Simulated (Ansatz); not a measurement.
Crystal: TaWC2.

```
CELL_PARAMETERS angstrom
1.57186 0.90751 5.10162
-1.57186 0.90751 5.10162
0.00000 -1.81502 5.10162
ATOMIC_POSITIONS crystal
W 0.00000 0.00000 0.00000
Ta 0.50000 0.50000 0.50000
C 0.25093 0.25093 0.25093
C 0.74907 0.74907 0.74907
```

The cell comes from a database or a generator and needn't be the stable form of this composition.

| Item | Value |
| --- | --- |
| Program | Ansatz 0.2.0 |
| Task | relaxation of cell and atoms |
| Functional | PBEsol |
| Potentials or basis | Ansatz PAW |
| Cutoff | 420 eV (not typed: the program's choice for these potentials) |
| k mesh | 10 × 10 × 10 |
| Occupations | fermi-dirac, width 0.05 eV |
| Spin | no spin polarisation |
| Hubbard terms | Ta d U = 4 eV, W d U = 4 eV |

At the start: volume 10.92 Å³/atom.

Question: Where does the relaxation end?

Answer: It ends after 8 steps and the volume is 10.64 Å³/atom (-2.5 %); space group R-3m (No. 166, to 0.05 Å).

Step by step:
```
step  energy change (eV)  largest force (eV/Å)  volume (Å³)
   1              0.0000                0.0957        43.66
   2             -0.0232                0.0388        41.94
   3             -0.0329                0.0051        42.59
   4             -0.0329                0.0045        42.58
   5             -0.0330                0.0001        42.57
   6             -0.0310                0.0000        42.57
   7             -0.0311                0.0000        42.56
   8             -0.0310                0.0000        42.56
```

Final structure:
```cif
data_structure
_symmetry_space_group_name_H-M 'P 1'
_symmetry_Int_Tables_number 1
_cell_length_a 5.3651
_cell_length_b 5.3651
_cell_length_c 5.3651
_cell_angle_alpha 33.791
_cell_angle_beta 33.791
_cell_angle_gamma 33.791
_cell_volume 42.56
loop_
_atom_site_label
_atom_site_type_symbol
_atom_site_fract_x
_atom_site_fract_y
_atom_site_fract_z
_atom_site_occupancy
W1 W 0.00000 0.00000 0.00000 1
Ta1 Ta 0.50000 0.50000 0.50000 1
C1 C 0.25065 0.25065 0.25065 1
C2 C 0.74935 0.74935 0.74935 1
```

Caveat: the plane-wave basis is chosen anew once the cell has moved, so the energies of steps on either side of that aren't comparable; the pressure holds a Pulay correction of +0.3 GPa for the finite cutoff; U without spin polarisation on a metal has little footing; the PAW data sets come from PBE, with cores solved anew for the run's functional, which leaves a small shift of forces and pressure; the U is typed as a test and isn't derived for this compound.
